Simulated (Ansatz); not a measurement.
# C2H9N2Nb: the cost of one run

Method: the settings change from run to run; program: Ansatz 0.2.0, Gaussian basis.

## (1) The relaxed structure

The structure was relaxed beforehand with PBE0-D4 in a triple-zeta def2 set. Nb takes a core potential in def2 sets; no spin-orbit term is included.

SMILES `[CH3][Nb]([CH3])(=[NH])[NH2]`, 14 atoms, charge 0, spin multiplicity 1.

Atoms are counted from 1 here; the program's logs count them from 0.

Bond lengths: C1–Nb2 2.168 Å, C1–H6 1.093 Å, C1–H7 1.098 Å, C1–H8 1.098 Å, Nb2–C3 2.168 Å, Nb2–N4 1.743 Å, Nb2–N5 1.970 Å, C3–H9 1.098 Å, C3–H10 1.093 Å, C3–H11 1.098 Å, N4–H12 1.008 Å, N5–H13 1.008 Å, N5–H14 1.013 Å. Angles: Nb2–C1–H6 114.1°, Nb2–C1–H7 108.7°, Nb2–C1–H8 110.2°, H6–C1–H7 107.5°, H6–C1–H8 108.2°, H7–C1–H8 107.9°, C1–Nb2–C3 110.7°, C1–Nb2–N4 107.3°, C1–Nb2–N5 112.1°, C3–Nb2–N4 107.3°, C3–Nb2–N5 112.1°, N4–Nb2–N5 107.1°, Nb2–C3–H9 108.7°, Nb2–C3–H10 114.1°, Nb2–C3–H11 110.2°, H9–C3–H10 107.5°, H9–C3–H11 107.9°, H10–C3–H11 108.2° and more.

Coordinates:

```mol
C2H9N2Nb
  3D, bonds by distance, orders not assigned

 14 13  0  0  0  0  0  0  0  0999 V2000
   -1.9939    0.1003   -0.2402 C   0  0
    0.1532    0.2886   -0.0038 Nb  0  0
    0.9664   -1.4428    1.0171 C   0  0
    0.4434    1.6738    1.0131 N   0  0
    1.0594    0.6295   -1.7194 N   0  0
   -2.4846    1.0094   -0.5960 H   0  0
   -2.4344   -0.1541    0.7323 H   0  0
   -2.2276   -0.7127   -0.9405 H   0  0
    0.3780   -1.6236    1.9258 H   0  0
    2.0112   -1.3337    1.3178 H   0  0
    0.8839   -2.3324    0.3783 H   0  0
    0.6012    2.4673    1.6149 H   0  0
    1.5961    1.4390   -1.9897 H   0  0
    1.0349   -0.0379   -2.4808 H   0  0
  1  2  8  0
  2  3  8  0
  2  4  8  0
  2  5  8  0
  1  6  8  0
  1  7  8  0
  1  8  8  0
  3  9  8  0
  3 10  8  0
  3 11  8  0
  4 12  8  0
  5 13  8  0
  5 14  8  0
M  END
```

## (2) BHLYP/cc-pVTZ-DK

Set apart from the defaults: high accuracy.

in.yaml reads:

```yaml
crystal:
  periodic: [false, false, false]
  atoms:
    - {symbol: C, position_ang: [-1.993858, 0.100346, -0.240209]}
    - {symbol: Nb, position_ang: [0.153250, 0.288590, -0.003835]}
    - {symbol: C, position_ang: [0.966385, -1.442832, 1.017088]}
    - {symbol: N, position_ang: [0.443377, 1.673820, 1.013087]}
    - {symbol: N, position_ang: [1.059386, 0.629489, -1.719428]}
    - {symbol: H, position_ang: [-2.484640, 1.009449, -0.596041]}
    - {symbol: H, position_ang: [-2.434351, -0.154117, 0.732283]}
    - {symbol: H, position_ang: [-2.227596, -0.712707, -0.940518]}
    - {symbol: H, position_ang: [0.377988, -1.623600, 1.925798]}
    - {symbol: H, position_ang: [2.011160, -1.333743, 1.317834]}
    - {symbol: H, position_ang: [0.883873, -2.332377, 0.378340]}
    - {symbol: H, position_ang: [0.601165, 2.467274, 1.614872]}
    - {symbol: H, position_ang: [1.596135, 1.439033, -1.989703]}
    - {symbol: H, position_ang: [1.034925, -0.037927, -2.480769]}
basis:
  gaussian: {orbitals: cc-pVTZ-DK}
hamiltonian: {xc: {name: BHLYP}}
accuracy: high
output: {forces: true}
```

Launch:

```bash
ansatz run in.yaml --threads 4 --pin off --events-out ev --progress --plain --max-ram 11315MiB
```

Q: Estimate wall time and peak memory on 4 threads of Intel Xeon Platinum 8259CL at 2.50GHz, shared host.

About 89 s, with a peak of 3.8 GiB.
